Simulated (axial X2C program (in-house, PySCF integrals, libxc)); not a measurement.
# A two-component session on InSe: EOM-EA-CCSD levels

Wanted for InSe: EOM-EA-CCSD levels, at the two-component level.

Method: two-component X2C with atomic mean-field terms, In dyall-acv3z, Se dyall-acv3z; program: an in-house X2C program for linear molecules on PySCF integrals.

All values are calculated.

**1. Set-up**

Contents of task.json:

```json
{
 "zs": [
  49,
  34
 ],
 "q": 0,
 "bas": [
  "dyall-acv3z",
  "dyall-acv3z"
 ],
 "r0": 2.43,
 "eom": "ea",
 "thr": -2.0,
 "nmax": 92,
 "grid": [
  1,
  0.96,
  1.045,
  0.92,
  1.09,
  1.15
 ]
}
```

Keys: zs atomic numbers; q charge; bas basis sets; r0 starting distance in Å; eom kind of EOM run; thr threshold in hartree for freezing inner shells (an s shell follows its p shell); nmax most natural virtual spinors; grid distances as factors.

Launch:

```sh
$ python soeom.py task.json out
```

The runs that follow: EOM-EA-CCSD at 2.411 Å.

What does the calculation give? Wanted: next root led by one particle; T1 of the reference.

The runs gave:

```
                     quantity                             value
       lowest root at 2.411 Å                 Ω = 1/2, 8.375 eV
next root led by one particle  Ω = 1/2, about 25630 cm⁻¹ higher
          T1 of the reference                             0.043
```

What this shows: The added electron is bound by 8.37 eV in a spinor of 29% Se pσ, 25% In pσ, 22% Se pπ. Errors of 0.1 to 0.3 eV are usual at this size, and roots led by higher excitations are left out, so the list is incomplete, and low states of that kind can be missing. T1 or the largest double amplitude of the reference is raised, which lowers the reliability.
